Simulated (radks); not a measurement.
# Co⁷⁺ in [Ne] 3s1 3p6 3d2 4p1: an all-electron calculation

An exercise on one series of results from a longer session: the logs are not shown, and one member is left open.

Program: radks (a radial shooting solver on a logarithmic mesh, Libxc functionals) version 1. Level of theory: scalar-relativistic Kohn-Sham, PBE, spin-polarised, spherical densities, finite nucleus; open shells are filled with parallel spins first. These are calculated values, not measurements, unless marked.

### The system

| Quantity | Value |
| --- | --- |
| element | cobalt (Z = 27) |
| charge | +7 |
| electrons | 20 |
| configuration | [Ne] 3s1 3p6 3d2 4p1 |
| nuclear rms radius | 3.7875 fm |

Outer shells as boxes (Hund's rule):

Co⁷⁺
```
[Ne] core
3s [↑ ]
3p [↑↓][↑↓][↑↓]
3d [↑ ][↑ ][  ][  ][  ]
4p [↑ ][  ][  ]
```

The first run:

The run's settings:

```text
Z 27
configuration [Ne] 3s1 3p6 3d2 4p1
relativity scalar-relativistic
functional pbe,pbe
spin polarised
nucleus finite rms 3.7875 fm
c 137.035999084
```

On the command line:

```bash
$ python run_ks.py task.json out
```

The same process makes all the runs of this session.

One table of the session follows, with a row left open; its other results are not shown here.

It belongs to the step «Shells». Sizes of the orbitals, from the radial functions (bohr):

| level | <r> | outermost maximum (interpolated) | 90 % within | nodes |
| --- | --- | --- | --- | --- |
| 1s up | 0.05620 | 0.0368 | 0.100 | 0 |
| 1s down | 0.05620 | 0.0368 | 0.100 | 0 |
| 2s up | 0.2552 | 0.213 | 0.395 | 1 |
| 2s down | 0.2549 | 0.213 | 0.395 | 1 |
| 2p up | 0.2248 | 0.172 | 0.368 | 0 |
| 2p down | 0.2244 | 0.172 | 0.367 | 0 |
| 3s up | 0.7190 | 0.646 | 1.06 | 2 |
| 3s down | 0.7223 | 0.648 | 1.06 | 2 |
| 3p up | 0.7311 | 0.645 | 1.10 | 1 |
| 3p down | 0.7353 | 0.647 | 1.11 | 1 |
| 3d up | ? | ? | ? | ? |
| 3d down | 0.7332 | 0.582 | 1.16 | 0 |
| 4p up | 1.732 | 1.64 | 2.48 | 2 |
| 4p down | 1.731 | 1.64 | 2.48 | 2 |

**Question.** Estimate the row for 3d up.

The run gave: <r>: 0.7271; outermost maximum (interpolated): 0.580; 90 % within: 1.15; nodes: 0. In the column «<r>» it lies between 3s down (0.7223) and 3p up (0.7311).
